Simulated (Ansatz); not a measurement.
# Mo₂: taking an electron away

The task here is to estimate one member of a computed series from the others.

The runs use Ansatz 0.2.0, Gaussian basis; unrestricted cation, the program's frozen cores in correlated methods.

The runs, in order: UKS PBE-D4/def2-TZVPP; UKS r2SCAN-D4/def2-TZVPP; UKS PBE0-D4/def2-TZVPP; UKS B3LYP-D4/def2-TZVPP; UKS wB97X-V/def2-TZVPP; UKS wB97M-V/def2-TZVPP; UKS B2PLYP/def2-TZVPP; UHF-CCSD(T)/def2-TZVPP; UHF-CCSD(T)/def2-QZVPP; extrapolation to the limit; then −ε(HOMO) from the neutral's earlier runs with LDA (SPW92), PBE-D4, revPBE-D4, BLYP-D4, r2SCAN-D4, B97M-V, PBE0-D4, B3LYP-D4, r2SCANh-D4, r2SCAN0-D4, HSE06-D4, BHLYP-D4, CAM-B3LYP-D4, LC-ωPBE, ωB97X-V, ωB97M-V.

## Structure used throughout

The geometry comes from an earlier relaxation with PBE0-D4 in a triple-zeta def2 set; it is a stationary point. Mo takes the def2 core potential; no spin-orbit term is included.

SMILES `[Mo][Mo]`, 2 atoms, charge 0, spin multiplicity 1.

Atoms are counted from 1 here; the program's logs count them from 0.

Bond lengths: Mo1–Mo2 1.887 Å.

The first run:

File in.yaml:

```yaml
crystal:
  periodic: [false, false, false]
  atoms:
    - {symbol: Mo, position_ang: [-0.802409, 0.283947, -0.407265]}
    - {symbol: Mo, position_ang: [0.802409, -0.283947, 0.407265]}
basis:
  gaussian: {orbitals: def2-TZVPP}
total_charge: 1
magnetization: {spin_polarized: true, initial_magnetization: 1}
hamiltonian: {xc: pbe, dispersion: d4}
```

Launch:

```bash
> ansatz run in.yaml --threads 2 --pin off --events-out ev --progress --plain --max-ram 32768MiB --backend cpu
```

Steps of the session up to this table: Cation, UKS PBE-D4/def2-TZVPP; Cation, UKS r2SCAN-D4/def2-TZVPP; Cation, UKS PBE0-D4/def2-TZVPP; Cation, UKS B3LYP-D4/def2-TZVPP; Cation, UKS wB97X-V/def2-TZVPP; Cation, UKS wB97M-V/def2-TZVPP; Cation, UKS B2PLYP (frozen core)/def2-TZVPP; Cation, UHF-CCSD(T)/def2-TZVPP; Cation, UHF-CCSD(T)/def2-QZVPP.

One table of the session follows, with a row left open; its other results are not shown here.

It belongs to the step «Ionisation energies side by side». Orbital estimates, from the neutral's runs:

| functional | −ε(HOMO) (eV) |
| --- | --- |
| LDA (SPW92) | 4.69 |
| PBE-D4 | 4.45 |
| revPBE-D4 | 4.37 |
| BLYP-D4 | 4.34 |
| r2SCAN-D4 | 4.52 |
| B97M-V | 4.44 |
| PBE0-D4 | 4.96 |
| B3LYP-D4 | ? |
| r2SCANh-D4 | 4.73 |
| r2SCAN0-D4 | 5.04 |
| HSE06-D4 | 4.60 |
| BHLYP-D4 | 5.33 |
| CAM-B3LYP-D4 | 5.76 |
| LC-ωPBE | 6.42 |
| ωB97X-V | 6.35 |
| ωB97M-V | 6.36 |

Q: Estimate the row for B3LYP-D4 from the others.

Worked estimate for «−ε(HOMO) (eV)». Against the share of exact exchange, BLYP-D4 (0, 4.34), BHLYP-D4 (0.5, 5.33) give a slope of 1.98 per unit share; at 0.2 the line stands at 4.74.

As computed: −ε(HOMO) (eV): 4.90. In «−ε(HOMO) (eV)» the line misses by -0.16.
